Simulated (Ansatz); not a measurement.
# BiTe (Fm-3m) in Ansatz: a series of runs

The runs below take BiTe through single point, equation of state, with PBE0.

Everything below comes from runs of Ansatz 0.2.0. Logs are shortened: lines on timing, memory, paths and dates and some standing lists are left out, and cuts for length are marked.

### Step 1. The structure

The structure is cubic, space group Fm-3m (No. 225). Conventional cell: a = 6.470 Å, b = 6.470 Å, c = 6.470 Å, α = 90.00°, β = 90.00°, γ = 90.00°. Bi (site symmetry m-3m) has 6 Te at 3.23 Å as nearest neighbours. Te (site symmetry m-3m) has 6 Bi at 3.23 Å as nearest neighbours.

### Step 2. Single point, PBE0, 31.82 Å³/atom (volume scaled by 0.94)

input

```
crystal:
  lattice:
    - [0.0, 3.1689610617, 3.1689610617]
    - [3.1689610617, 0.0, 3.1689610617]
    - [3.1689610617, 3.1689610617, 0.0]
  atoms:
    - { symbol: Bi, position: [0.0, 0.0, 0.0] }
    - { symbol: Te, position: [0.5, 0.5, 0.5] }
hamiltonian:
  xc: pbe0
  pseudopotentials: { kind: paw }
kpoints:
  mp_grid: { grid: [4, 4, 4] }
scf:
  occupations: { method: fermi_dirac, width: 0.05 }
output:
  forces: true
  stress: true
  eigenvalues: true
```

Potentials or basis: Ansatz PAW.

What it wrote:

```text
Warning: output.stress: scf.convergence.dr2_threshold = 1e-7 eV (the SCF's general default) is looser than the 2e-10 eV advised for a printed stress (1e-10 eV for each atom of the cell: 2). What an SCF threshold leaves in a stress goes as its square root, and in the free energy as the threshold itself, and one threshold admits the most on a small cell: of the crystals measured, under no hybrid functional and no lock of the moments, on runs that ended without the residual-converged pass, on stresses that held no estimate of that error, the worst erred by over 100 MPa in a component at 1e-7 eV an atom and by under 5 at 1e-10. Set scf.convergence.dr2_threshold to 2e-10 eV or tighter. The threshold is an SCF's pass mark: one that does not reach it within its budget of iterations ends unconverged, or closes short of it on a stop that the run arms, and scf.convergence.dr2_threshold's page says what that costs each kind of run
Warning: output.stress: scf.exx.energy_threshold = 1e-6 eV is looser than the 2e-8 eV advised for a stress under a hybrid functional (1e-8 eV for each atom of the cell: 2). Every SCF of the exchange loop can meet its threshold on dr2 while the loop round them stops early: no threshold on dr2 bounds what that leaves in the stress. Set scf.exx.energy_threshold to 2e-8 eV or tighter. The threshold is the loop's pass mark: a loop that does not reach it within its budget of cycles ends unconverged, and scf.exx.energy_threshold's page has the law
GPUs: using 1 of 1 available (devices: 1).
Engine: ansatz 0.2.0, x86_64-unknown-linux-gnu
Pseudopotentials: kind: paw
Pseudopotential: Bi, paw, valence charge 15, recommended cutoff 420 eV (normal), Bi.paw.azcp
Pseudopotential: Te, paw, valence charge 16, recommended cutoff 420 eV (normal), Te.paw.azcp
Functional definition: PBE0
  parameter a = 0.25
  parameter kappa = 0.804
  parameter beta = 0.06672455060314922
  exchange = (1 - a)*pbe_x(kappa = kappa, mu = beta*pi^2/3) + a*exact_x
  correlation = pbe_c(beta = beta)
device memory: the entry about to start is reckoned to put 0.7 GiB on a device that reports 61.3 GiB free (of which the cap on the GPU budget leaves the run 18.0 GiB)
GPU FFT provider: cuFFT
GPU libraries: cuBLAS 13.8.2, cuFFT 12.4.0, cuSOLVER 12.3.4
Crystal: 2 atoms, lattice volume = 63.647 Å³
Basis set: ecut = 420 eV, 1243 PW (Γ), exchange–correlation on 60×60×60 points (8 copies of the dense FFT grid, shifted against one another)
Bands: 20, of which v1, the nominal top of the filled ones, is band 16 counted from 1 (15 counted from 0)
Symmetry: 48 space group operations
Space group: Fm-3m (ITA 225), of the structure as read, at distance tolerance 4.0e-5 Å
k-points: 8 of 64
Non-local potential: Bi, projectors of the file, l = 0: 2, l = 1: 2, l = 2: 2, l = 3: 2
Non-local potential: Te, projectors of the file, l = 0: 2, l = 1: 2, l = 2: 2, l = 3: 2
PAW form: soft (Blöchl's): semilocal exchange-correlation on the pseudo side does not see the compensation charge
PAW frozen core: Bi, regenerated for the run's functional, and the local potential with it (the file was generated under x = pbe(κ = 0.804, μ = 0.2195149727645171), c = pbe(β = 0.06672455060314922))
PAW frozen core: Te, regenerated for the run's functional, and the local potential with it (the file was generated under x = pbe(κ = 0.804, μ = 0.2195149727645171), c = pbe(β = 0.06672455060314922))
PAW one-centre angular grid: Bi, 590 points (default); XC on 64 Gauss nodes
PAW one-centre angular grid: Te, 590 points (default); XC on 64 Gauss nodes
Initial density: superposition of atomic densities (neutral atoms: chi_scale 0, normalization atom), corrected by the library's trained network
Initial wavefunctions: pseudopotential atomic-orbital guess
GPU buffer pool allocated for 27000 grid points (all kernels)
GPU transforms: local potential and band sums: pruned to the plane-wave sphere, on 30×30×30
Functional: x = pbe(κ = 0.804, μ = 0.2195149727645171), c = pbe(β = 0.06672455060314922), warm-up for x = 0.75 pbe(κ = 0.804, μ = 0.2195149727645171) + 0.25 exact, c = pbe(β = 0.06672455060314922)
SCF iter   1: F=—  HF=-19376.628659 eV  |F-HF|=—  |Δ(HF+E_count)|=         —  Δρ=1.91e-3  dr2=3.85e-3  ethr=1.77e-3  ⟨swp⟩=12.2  Hψ=713  notcnv=0
preconditioner: auto → none  [insulator: Δε(μ)=0.184 eV  Ē_g=9.807 eV  σ=0.050 eV  W_gap=0.69  n_scr=14 (ndim 8)  ℏωp=15.4 eV  f_vac=0.007  D(μ)=1.89/eV (n_scr^D=14)]
SCF iter   2: F=—  HF=-19376.629238 eV  |F-HF|=—  |Δ(HF+E_count)|=   5.79e-4  Δρ=9.09e-4  dr2=7.39e-4  ethr=1.24e-5  ⟨swp⟩=5.2  Hψ=492  notcnv=0  defer=7
iter 3 solved again at ethr=2.69e-8 eV; its pass at ethr=2.39e-6 eV (dr2=8.35e-6 eV) is discarded
SCF iter   3: F=—  HF=-19376.629244 eV  |F-HF|=—  |Δ(HF+E_count)|=   5.32e-6  Δρ=1.08e-4  dr2=6.04e-6  ethr=2.69e-8  ⟨swp⟩=4.1  Hψ=735  notcnv=0
eigensolver tolerance schedule: the retry pair's looser diagonalisation over-reported the residual by 0.38 of it (diagonalisation noise at 0.39 of the residual, at the tolerance the schedule requests for it); recorded, not acted on — ethr = c·dr2/N_el stays at c = 1.0e-1
SCF iter   4: F=—  HF=-19376.629245 eV  |F-HF|=—  |Δ(HF+E_count)|=   1.68e-6  Δρ=2.53e-5  dr2=1.70e-7  ethr=1.95e-8  ⟨swp⟩=3.4  Hψ=370  notcnv=0
SCF iter   5: F=—  HF=-19376.629246 eV  |F-HF|=—  |Δ(HF+E_count)|=   4.70e-7  Δρ=3.86e-6  dr2=4.13e-9  ethr=5.48e-10  ⟨swp⟩=3.4  Hψ=360  notcnv=0
SCF iter   6: F=-19376.629246 eV  HF=-19376.629246 eV  |F-HF|=3.64e-12  |Δ(HF+E_count)|=   7.05e-9  Δρ=6.58e-7  dr2=1.81e-10  ethr=1.33e-11  ⟨swp⟩=4.0  Hψ=471  notcnv=0
SCF 1 converged in 6 iterations: F = -19376.629246 eV  dr2 = 1.81e-10
device memory: the entry about to start is reckoned to put 1.3 GiB on a device that reports 61.2 GiB free (of which the cap on the GPU budget leaves the run 18.0 GiB)
GPU FFT provider: cuFFT
GPU libraries: cuBLAS 13.8.2, cuFFT 12.4.0, cuSOLVER 12.3.4
Initial density: handed on by an earlier stage of this run
Initial wavefunctions: those handed on with the density
GPU buffer pool allocated for 27000 grid points (all kernels)
GPU transforms: local potential and band sums: pruned to the plane-wave sphere, on 30×30×30
Functional: x = 0.75 pbe(κ = 0.804, μ = 0.2195149727645171) + 0.25 exact, c = pbe(β = 0.06672455060314922)
Exchange kernel: α = 0.2500, full range, Wigner–Seitz truncation, v(0) = 8842.0423 eV·Å³, q-mesh 4×4×4, nearest image of the exchange supercell L = 17.93 Å, pair-density grid 18×18×18, without the augmentation charges, whose exchange is taken in its separable form by FFT convolution over the k-point mesh (sized by the pseudopotential files, 25×25×25 at the most), smooth part of the exact exchange by density-matrix convolution in up to 1.70 GiB of GPU memory as planned if the GPU has room (build and FFT work areas not counted)
Frozen-core exchange: fock
iter 1 solved again at ethr=1.31e-5 eV; its pass at ethr=1.00e-1 eV (dr2=4.05e-3 eV) is discarded
SCF iter   1: F=—  HF=-19380.697201 eV  |F-HF|=—  |Δ(HF+E_count)|=         —  Δρ=3.76e-3  dr2=5.15e-3  ethr=1.31e-5  ⟨swp⟩=4.6  Hψ=956  notcnv=0
preconditioner: auto → none  [insulator: Δε(μ)=0.634 eV  Ē_g=11.577 eV  σ=0.050 eV  W_gap=0.83  n_scr=14 (ndim 8)  ℏωp=15.4 eV  f_vac=0.009  D(μ)=1.04/eV (n_scr^D=8)]
SCF iter   2: F=—  HF=-19380.696131 eV  |F-HF|=—  |Δ(HF+E_count)|=   1.07e-3  Δρ=1.58e-3  dr2=1.45e-3  ethr=1.31e-5  ⟨swp⟩=2.1  Hψ=287  notcnv=0
SCF iter   3: F=—  HF=-19380.696001 eV  |F-HF|=—  |Δ(HF+E_count)|=   1.30e-4  Δρ=1.28e-4  dr2=6.16e-4  ethr=2.60e-6  ⟨swp⟩=3.2  Hψ=310  notcnv=0
SCF iter   4: F=—  HF=-19380.702319 eV  |F-HF|=—  |Δ(HF+E_count)|=   6.32e-3  Δρ=5.57e-4  dr2=1.52e-4  ethr=1.85e-8  ⟨swp⟩=5.0  Hψ=667  notcnv=0
SCF iter   5: F=—  HF=-19380.702284 eV  |F-HF|=—  |Δ(HF+E_count)|=   3.54e-5  Δρ=6.00e-5  dr2=2.14e-5  ethr=1.85e-8  ⟨swp⟩=4.1  Hψ=446  notcnv=0
SCF iter   6: F=—  HF=-19380.702282 eV  |F-HF|=—  |Δ(HF+E_count)|=   1.93e-6  Δρ=1.75e-5  dr2=1.80e-5  ethr=1.62e-8  ⟨swp⟩=3.4  Hψ=323  notcnv=0
SCF iter   7: F=-19380.702392 eV  HF=-19380.702395 eV  |F-HF|=3.18e-6  |Δ(HF+E_count)|=   1.13e-4  Δρ=8.71e-5  dr2=6.32e-6  ethr=3.97e-10  ⟨swp⟩=5.5  Hψ=688  notcnv=0
SCF 2 stopped early in 7 iterations: F = -19380.702392 eV  dr2 = 6.32e-6
hybrid outer 1: dexx = +7.155e-3 eV, tail = 6.77e-5 eV
GPU FFT provider: cuFFT
GPU libraries: cuBLAS 13.8.2, cuFFT 12.4.0, cuSOLVER 12.3.4
GPU buffer pool allocated for 27000 grid points (all kernels)
GPU transforms: local potential and band sums: pruned to the plane-wave sphere, on 30×30×30
Exchange kernel: α = 0.2500, full range, Wigner–Seitz truncation, v(0) = 8842.0423 eV·Å³, q-mesh 4×4×4, nearest image of the exchange supercell L = 17.93 Å, pair-density grid 18×18×18, without the augmentation charges, whose exchange is taken in its separable form by FFT convolution over the k-point mesh (sized by the pseudopotential files, 25×25×25 at the most), smooth part of the exact exchange by density-matrix convolution in up to 1.70 GiB of GPU memory as planned if the GPU has room (build and FFT work areas not counted)
Frozen-core exchange: fock
SCF iter   1: F=—  HF=-19380.702285 eV  |F-HF|=—  |Δ(HF+E_count)|=         —  Δρ=5.94e-5  dr2=7.54e-6  ethr=1.09e-6  ⟨swp⟩=2.9  Hψ=327  notcnv=0
preconditioner: auto → none  [insulator: Δε(μ)=0.736 eV  Ē_g=11.586 eV  σ=0.050 eV  W_gap=0.83  n_scr=14 (ndim 8)  ℏωp=15.4 eV  f_vac=0.009  D(μ)=1.04/eV (n_scr^D=8)]
SCF iter   2: F=—  HF=-19380.702284 eV  |F-HF|=—  |Δ(HF+E_count)|=   1.58e-6  Δρ=1.87e-5  dr2=2.12e-6  ethr=1.91e-8  ⟨swp⟩=3.4  Hψ=335  notcnv=0
SCF iter   3: F=—  HF=-19380.702321 eV  |F-HF|=—  |Δ(HF+E_count)|=   3.69e-5  Δρ=2.05e-5  dr2=6.99e-7  ethr=1.88e-10  ⟨swp⟩=5.0  Hψ=592  notcnv=0  defer=1
SCF iter   4: F=—  HF=-19380.702320 eV  |F-HF|=—  |Δ(HF+E_count)|=   2.20e-7  Δρ=2.47e-6  dr2=3.40e-8  ethr=1.88e-10  ⟨swp⟩=4.0  Hψ=358  notcnv=0
SCF iter   5: F=—  HF=-19380.702321 eV  |F-HF|=—  |Δ(HF+E_count)|=   1.37e-7  Δρ=3.85e-6  dr2=2.20e-8  ethr=6.04e-12  ⟨swp⟩=4.9  Hψ=568  notcnv=0  defer=1
SCF iter   6: F=-19380.702321 eV  HF=-19380.702321 eV  |F-HF|=4.37e-11  |Δ(HF+E_count)|=   6.68e-9  Δρ=3.72e-7  dr2=1.51e-9  ethr=6.04e-12  ⟨swp⟩=3.8  Hψ=352  notcnv=0
SCF 3 converged in 6 iterations: F = -19380.702321 eV  dr2 = 1.51e-9
  Residual-converged pass: ⟨swp⟩=3.0  Hψ=300  notcnv=0  max |occ|·‖R‖ = 2.4e-6 eV (tolerance 2.4e-6 eV)  dr2=1.51e-9  dr2_onsite=9.67e-12  max |Δocc| = 4.1e-15
hybrid outer 2: dexx = +3.764e-7 eV, tail = 1.02e-8 eV, Δε = 4.71e-3 eV (about 1.38e-4 eV left of the loop's levels)
hybrid SCF converged: 2 outer / 13 inner (+6 warm-up), last move |dexx| = 3.76e-7 eV, tail = 1.02e-8 eV
Stability not checked: this state was not tested for a lower state beside it, because the functional holds exact exchange (a hybrid, or Hartree-Fock), whose exchange loop this test does not read (fock_operator; see scf.lower_state_search)
Free energy (F): -19380.702321 eV
Frozen-core exchange: fock
Harris-Foulkes:  -19380.702321 eV  (|F-HF|=4.37e-11)
Internal energy: -19380.693872 eV  (E = F + TS)
E sigma→0 (E₀):  -19380.698096 eV
Entropy (-TS):   -0.008449 eV (-4.224 meV/atom)
Fermi energy:    10.969788 eV
--- Per-component energies (eV) ---
  E_band       = -409.518556
  E_kinetic    = 481.748884
  E_local      = -2660.425787  (includes V_loc(G=0)·N_el)
  E_nonlocal   = 250.480049
  E_hartree    = 1253.378660
  E_xc         = -212.837149
  E_vxc        = -192.289891  (∫ρ·V_xc dr)
  E_exx        = -92.679935  (= α·E_x^exact, valence–valence)
  E_paw        = -15300.951718  (= ΣΔE_a)
  E_vpaw       = -610.429046  (= ΣTr[D̂ρ^β])
  E_aug_tail   = -0.000643  (compensation charges beyond the density's cutoff)
  E_ewald      = -3099.427094
  E_core_change = 0.020861  (= ΣΔE_core)
  E_smearing   = -0.008449  (= −TS)
  E_closure    = 0.000000  (closes the sum)
  Σ components = -19380.702321   (vs F -19380.702321, Δ=0.00e0)
--- Forces (eV/Å), atoms counted from 1 ---
  atom   1  Bi    -0.00000000     0.00000000     0.00000000
  atom   2  Te    -0.00000000    -0.00000000    -0.00000000
  max |Σ_I F_I| component: 6.51e-30 eV/Å
--- Stress (GPa, compression-positive) ---
        2.076765      -0.000000      -0.000000
       -0.000000       2.076765      -0.000000
       -0.000000      -0.000000       2.076765
  P = ⅓ Tr σ = 2.0768 GPa (20.768 kbar)
--- Band table (eV; the first three rows and the last of 8) ---
  k-point 0: bands = ["-29.8691", "-29.8691", "-29.8621", "-29.8621", "-29.8621", "-15.0556", "-15.0556", "-15.0390", "-15.0390", "-15.0390", "-5.2274", "1.8527", "7.1577", "7.1577", "7.1577", "13.7812", "13.7812", "13.7812", "16.0364", "16.0364"]
  k-point 1: bands = ["-29.8690", "-29.8690", "-29.8620", "-29.8619", "-29.8619", "-15.0601", "-15.0601", "-15.0382", "-15.0354", "-15.0354", "-4.5574", "0.1105", "7.3944", "7.3944", "7.9707", "11.7063", "11.7509", "11.7509", "16.2458", "17.2615"]
  k-point 2: bands = ["-29.8686", "-29.8686", "-29.8617", "-29.8615", "-29.8615", "-15.0638", "-15.0638", "-15.0369", "-15.0310", "-15.0310", "-2.9074", "-2.3184", "7.9704", "7.9704", "8.6741", "9.6754", "9.6754", "9.7271", "19.1220", "19.7158"]
  k-point 7: bands = ["-29.8692", "-29.8685", "-29.8616", "-29.8616", "-29.8607", "-15.0724", "-15.0572", "-15.0348", "-15.0348", "-15.0251", "-2.4092", "-1.7641", "4.1728", "4.1728", "8.5158", "10.2393", "15.6893", "15.6893", "16.8709", "16.8709"]
```

It took 12 s on 1 × NVIDIA H100 80GB HBM3 with 2 threads of AMD EPYC 7R13 (Zen 3), shared host; peak memory 1.8 GiB.

What came out:

| Item | Value |
| --- | --- |
| Free energy | -19380.7023 eV |
| Pressure | 2.1 GPa |
| Band gap on the k mesh | none (metal or under the smearing width) |

Caveat: the k mesh is coarse (spacing up to 0.43 Å⁻¹), so the values aren't converged, least of all with exact exchange; spin-orbit coupling is left out, which moves the levels of the heavy elements; the PAW data sets come from PBE, with cores solved anew for the run's functional, which leaves a small shift of forces and pressure; the thresholds are loose for stress.

### Step 3. Single point, PBE0, 32.50 Å³/atom (volume scaled by 0.96)

input, as its differences from that of step 2:

```diff
@@ -2,5 +2,5 @@
   lattice:
-    - [0.0, 3.1689610617, 3.1689610617]
-    - [3.1689610617, 0.0, 3.1689610617]
-    - [3.1689610617, 3.1689610617, 0.0]
+    - [0.0, 3.1912784242, 3.1912784242]
+    - [3.1912784242, 0.0, 3.1912784242]
+    - [3.1912784242, 3.1912784242, 0.0]
   atoms:
```

Potentials or basis: Ansatz PAW.

It took 11 s on 1 × NVIDIA H100 80GB HBM3 with 2 threads of AMD EPYC 7R13 (Zen 3), shared host; peak memory 1.8 GiB.

Results (log left out):

```
Free energy            : -19380.7143 eV
Pressure               : 0.8 GPa
Band gap on the k mesh : none (metal or under the smearing width)
```

Caveat: the k mesh is coarse (spacing up to 0.43 Å⁻¹), so the values aren't converged, least of all with exact exchange; spin-orbit coupling is left out, which moves the levels of the heavy elements; the PAW data sets come from PBE, with cores solved anew for the run's functional, which leaves a small shift of forces and pressure; the thresholds are loose for stress.

(Continued in part 2 of 2.)
